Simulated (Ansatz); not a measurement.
**Cl2GeH4N2: vertical energies of changing the electron count**

What does it cost to change the electron count of Cl2GeH4N2? The task is vertical energies of changing the electron count, for Cl2GeH4N2.

Program: Ansatz 0.2.0 through its Python package. Level of theory: PBE0/cc-pVDZ. These are calculated values, not measurements.

## 1. The system

Bond lengths: N1–Ge2 1.816 Å, Ge2–N3 1.851 Å, Ge2–Cl4 2.106 Å, Ge2–Cl5 2.178 Å, N1–H6 1.091 Å, N1–H7 1.071 Å, N3–H8 1.047 Å, N3–H9 1.108 Å. Angles: N1–Ge2–N3 108.9°, N1–Ge2–Cl4 111.5°, N1–Ge2–Cl5 108.5°, N3–Ge2–Cl4 109.6°, N3–Ge2–Cl5 110.6°, Cl4–Ge2–Cl5 107.8°, Ge2–N1–H6 108.5°, Ge2–N1–H7 108.5°, H6–N1–H7 102.3°, Ge2–N3–H8 106.4°, Ge2–N3–H9 107.4°, H8–N3–H9 102.9°.

The script holds or builds the structure itself.

## 2. The code

cl2geh4n2_ip.py

```python
"""Vertical ionisation energy of Cl2GeH4N2."""

import ansatz
from ase import Atoms


def single_point(molecule, charge=0, unpaired=0):
    calc = (
        molecule.calculation()
        .basis(gaussian="cc-pVDZ")
        .functional("PBE0")
    )
    if charge:
        calc = calc.charge(charge)
    if unpaired:
        calc = calc.spin("collinear", total=unpaired)
    report = calc.run().report
    if report["published_state_doubts"]:
        print("  doubts:", report["published_state_doubts"])
    return report["free_energy_ev"]

atoms = Atoms(["N", "Ge", "N", "Cl", "Cl", "H", "H", "H", "H"], positions=[
    (-0.2161, 1.5778, -0.167),
    (0.0506, -0.2073, -0.3671),
    (0.0214, -1.009, 1.3008),
    (-1.4249, -1.0766, -1.5929),
    (1.9801, -0.5144, -1.3303),
    (-1.2201, 1.736, 0.2302),
    (-0.2823, 2.0223, -1.1396),
    (0.3276, -2.0, 1.1583),
    (0.8524, -0.5751, 1.8905),
])
molecule = ansatz.Crystal.molecule_from_ase(atoms)

# total-energy differences at one geometry
parent = single_point(molecule, 0, 0)
cation = single_point(molecule, 1, 1)
print(f"E(N)   = {parent:.5f} eV")
print(f"E(N-1) = {cation:.5f} eV  (1 unpaired)")
print(f"vertical ionisation energy {cation - parent:.3f} eV")
```

## 3. What the engine is handed

The package turns the script's settings into the engine's input (first run):

```yaml
crystal:
  periodic: [false, false, false]
  atoms:
    - { symbol: "N", position_ang: [-0.2161, 1.5778, -0.167] }
    - { symbol: Ge, position_ang: [0.0506, -0.2073, -0.3671] }
    - { symbol: "N", position_ang: [0.0214, -1.009, 1.3008] }
    - { symbol: Cl, position_ang: [-1.4249, -1.0766, -1.5929] }
    - { symbol: Cl, position_ang: [1.9801, -0.5144, -1.3303] }
    - { symbol: H, position_ang: [-1.2201, 1.736, 0.2302] }
    - { symbol: H, position_ang: [-0.2823, 2.0223, -1.1396] }
    - { symbol: H, position_ang: [0.3276, -2.0, 1.1583] }
    - { symbol: H, position_ang: [0.8524, -0.5751, 1.8905] }
basis:
  gaussian:
    orbitals: cc-pVDZ
hamiltonian:
  xc: pbe0
```

## 4. Running it

Started as:

```sh
$ python cl2geh4n2_ip.py
```

Log:

```text
E(N)   = -84592.59427 eV
E(N-1) = -84582.49231 eV  (1 unpaired)
vertical ionisation energy 10.102 eV
```

It took 27 s on 1 thread of Arm Neoverse V2, shared host; peak memory 0.5 GiB.

## 5. Inputs of later runs

The engine's inputs for the other runs:

Run 2, against run 1:

```diff
@@ -17,0 +18,4 @@
+magnetization:
+  spin_polarized: true
+  initial_magnetization: 1.0
+total_charge: 1.0
```

## 6. What each run gave

One row for each of the 2 runs:

| run | system | unpaired or total moment | energy (eV) | <S²> | SCF cycles | CPU time (s) |
| --- | --- | --- | --- | --- | --- | --- |
| 1 | Cl2GeH4N2 | not set | -84592.5943 | 0.00 | 18 | 5.4 |
| 2 | Cl2GeH4N2, charge +1 | 1 | -84582.4923 | 0.76 | 52 | 21 |

Totals carry meaning only in balanced differences at one level of theory.

## 7. What came out

```
                  quantity      value
vertical ionisation energy  10.102 eV
             runs compared          2
```

What this shows: The ionisation energy is a difference of two total energies at the neutral geometry. At this unrelaxed geometry removing an electron costs 10.10 eV. The geometry is a force-field or estimated start, not a minimum of this method, and the basis set is short of its limit. All parts are taken at fixed geometry, without zero-point energy. At an unrelaxed start these energies can be a whole eV from those at the minimum, and a small affinity can change sign.
